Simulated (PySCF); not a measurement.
**IO₂: structure of the doublet**

Aim: relax IO₂ as a doublet from a bent start, check by its vibrations whether the end is a minimum, and collect its spectrum and constants.

Computed with PySCF 2.14.0. Level: B3LYP, basis I def2-TZVP with ECP28, O def2-TZVP, scalar-relativistic core potentials, no spin–orbit coupling, density fitting.

**1. The system as given**

3 atoms, charge 0, spin multiplicity 2.

Bond lengths: I1–O2 1.860 Å, I1–O3 1.860 Å. Angles: O2–I1–O3 110.0°.

Coordinates in bohr (charge 0 multiplicity 2):
```
I     0.0000    0.0000    0.0000
O     2.8792    0.0000    2.0161
O    -2.8792    0.0000    2.0161
```

**2. First SCF at the start**

The steps below are one call of a driver around PySCF. For each, scf.py gives the equivalent set-up of the SCF; relaxations use the driver's own optimiser. After this first run the driver tries any further starts and a stability analysis.

Input file scf.py:

```python
from pyscf import gto, scf, dft
mol = gto.M(atom='''
I      0.000000     0.000000     0.000000
O      1.523600     0.000000     1.066900
O     -1.523600     0.000000     1.066900''',
    basis={'I': 'def2-TZVP', 'O': 'def2-TZVP'},
    ecp={'I': 'def2-TZVP'},
    charge=0, spin=1)
mf = dft.UKS(mol, xc='B3LYP')
mf.grids.atom_grid = (50, 194)
aux = {'I': 'def2-universal-JKFIT', 'O': 'def2-universal-JKFIT'}
mf = mf.density_fit(auxbasis=aux)
mf.conv_tol = 1e-08
mf.diis_space = 10
mf.max_cycle = 60
mf.init_guess = 'minao'
mf.verbose = 4
mf.kernel()
```

Launch:

```sh
OMP_NUM_THREADS=4 python axn.py task.json out
```

After this run come: Bent start, doublet: relaxation; Frequencies.

Before running it: what results should come out? Wanted: minimum; geometry; wavenumbers; dipole moment; highest occupied, lowest empty level; polar-tensor charge of I1; zero-point energy; atomisation energy; ⟨S²⟩.

**Answer**, as computed:

```
                                          quantity                           value
                                           minimum                    doublet, C2v
                                          geometry  I–O 1.809 Å (×2); O–I–O 110.1°
                                wavenumbers (cm⁻¹)    271 (a1), 795 (a1), 812 (b2)
                                     dipole moment                          3.83 D
highest occupied, lowest empty level (either spin)                 -7.44, -4.70 eV
                         polar-tensor charge of I1                         +0.84 e
                                 zero-point energy                     11.2 kJ/mol
                               entropy at 298.15 K                 279.4 J/(mol K)
         atomisation energy (no zero-point energy)                      490 kJ/mol
                                              ⟨S²⟩                           0.756
```

**Reading.** The bent start keeps its C2v symmetry and ends in a minimum. The strongest infrared band lies at 812 cm⁻¹ (b2, stretch). Other starts or spin states, not run here, may lie lower. Spin–orbit coupling, left out here, can matter for elements this heavy.
